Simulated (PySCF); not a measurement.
# C4H3BCl2S: the cost of one run

Computed with PySCF 2.14.0, with density-fitted response routines of our own, on a single molecule, in the gas phase or a continuum. Atoms are numbered from 0 throughout.

## Step 1: Starting geometry

11 atoms, charge 0, multiplicity 1; geometry from: GFN2-xTB. The atoms were then displaced at random by about 0.01 Å, so the start is not that level's minimum.

Bonds of the start (Å): Cl0–B1 1.75, B1–Cl2 1.72, B1–C3 1.51, C3–C4 1.46, C4–C5 1.36, C5–S6 1.72, S6–C7 1.71, C7–C3 1.39, C4–H8 1.07, C5–H9 1.08, C7–H10 1.05.

## Step 2: Relaxing the molecule at PBE0-D3(BJ)/def2-SVP

What the job is given:

```
{"job": {"xc": "PBE0", "basis": "def2-SVP", "d3": "d3bj", "grid": 1, "shake": 0.01, "kind": "geom"}, "charge": 0, "multiplicity": 1}
Cl     2.313020    -1.984230     0.500640
B      1.837990    -0.355370     0.068680
Cl     3.076290     0.789100    -0.257980
C      0.394250     0.061450    -0.025700
C     -0.750550    -0.817140     0.214500
C     -1.950570    -0.200510     0.073510
S     -1.771150     1.448720    -0.371970
C     -0.067660     1.323760    -0.361370
H     -0.626130    -1.836460     0.520340
H     -2.929290    -0.623980     0.209240
H      0.511900     2.168820    -0.585560
```

On the command line:

```
OMP_NUM_THREADS=1 python probes_run.py task.json out
```

This one command runs all jobs of the session in turn.

Q: Estimate the wall time and peak memory of this first job on 1 thread of Arm Neoverse N1, shared host.

About 1.9 min, with a peak of 0.54 GiB.
